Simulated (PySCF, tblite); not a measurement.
# CH9O2Si3 radical: geometry, infrared bands and EPR parameters

What infrared bands and EPR parameters should CH9O2Si3 radical (`O[CH][Si@H]([SiH3])O[SiH3]`) show?

The runs use tblite 0.8.0 and PySCF 2.14.0, with density-fitted response routines of our own; the level of theory stands in each step. All values are computed, except where a source is named. Atoms count from 0, in the outputs and in this text.

### 1 The molecule as given

15 atoms, charge 0, multiplicity 2; geometry from: force field or distance geometry start.

Bonds of the start (Å): O0–C1 1.37, C1–Si2 1.82, Si2–Si3 2.34, Si2–O4 1.65, O4–Si5 1.66, O0–H6 0.97, C1–H7 1.08, Si2–H8 1.48, Si3–H9 1.50, Si3–H10 1.48, Si3–H11 1.49, Si5–H12 1.48, Si5–H13 1.49, Si5–H14 1.47.

### 2 Optimising the geometry with GFN2-xTB

Job settings and geometry (Å):

```
{"job": {"kind": "relax", "xc": "GFN2-xTB", "basis": "xTB"}, "charge": 0, "multiplicity": 2}
O     -2.330600    -1.778700    -0.853900
C     -2.074000    -0.909200     0.171700
Si    -0.409700    -0.288200     0.581700
Si    -0.477700     2.042300     0.793100
O      0.660600    -0.762100    -0.587400
Si     2.276800    -0.629800    -0.922400
H     -1.538300    -2.008400    -1.365500
H     -2.943600    -0.674600     0.766600
H      0.023800    -0.881400     1.868100
H     -1.454000     2.432200     1.860000
H     -0.872200     2.675800    -0.484100
H      0.866400     2.536700     1.187000
H      2.621500     0.806400    -1.054600
H      3.063300    -1.214600     0.195500
H      2.583400    -1.338400    -2.177700
```

Started as:

```console
> OMP_NUM_THREADS=1 python probes_run.py task.json out
```

The driver reads the jobs from task.json and runs them one after another.

**Question.** This job is followed by: GFN2-xTB harmonic vibrations, gas phase; UKS B3LYP, pcH-1 on C H O Si, non-relativistic, mean-field spin-orbit, GIAO. Predict these results of the whole session: strongest single infrared mode (GFN2-xTB); zero-point energy (GFN2-xTB); g(iso) (B3LYP); ⟨S²⟩; largest a(iso) (averaged by class); potential on the surface of density 0.002 e/bohr³, 1st and 99th percentile.

The runs gave:

| quantity | value |
| --- | --- |
| strongest single infrared mode (GFN2-xTB) | 1056 cm⁻¹, 566 km/mol |
| zero-point energy (GFN2-xTB) | 55.7 kcal/mol |
| g(iso) (B3LYP) | 2.00352 |
| ⟨S²⟩ | 0.753 (exact 0.75) |
| largest a(iso) (averaged by class) | 13C on C1, 81.9 MHz |
| potential on the surface of density 0.002 e/bohr³, 1st and 99th percentile | -1.24 V and 1.84 V |

Over 77 steps the energy fell by 0.260 eV; of the close pairs, O4–Si5 changed most, 1.656 to 1.613 Å. All 39 modes are real, so the xTB geometry is a minimum. The strongest single mode, at 1056 cm⁻¹, moves mainly O4. Unscaled tight-binding wavenumbers are off by several per cent, some by more. Its intensities can rank the bands wrongly. Most of the unpaired spin sits on C1 (0.82 e). The isotropic g lies 1.2 ppt above the free-electron value. These values are for one conformer; the search (at its own cheap level) found 2 more, at 0.01, 3.10 kcal/mol (those within 0.05 may be mirror or relabelled copies), and measured spectra average over such forms.
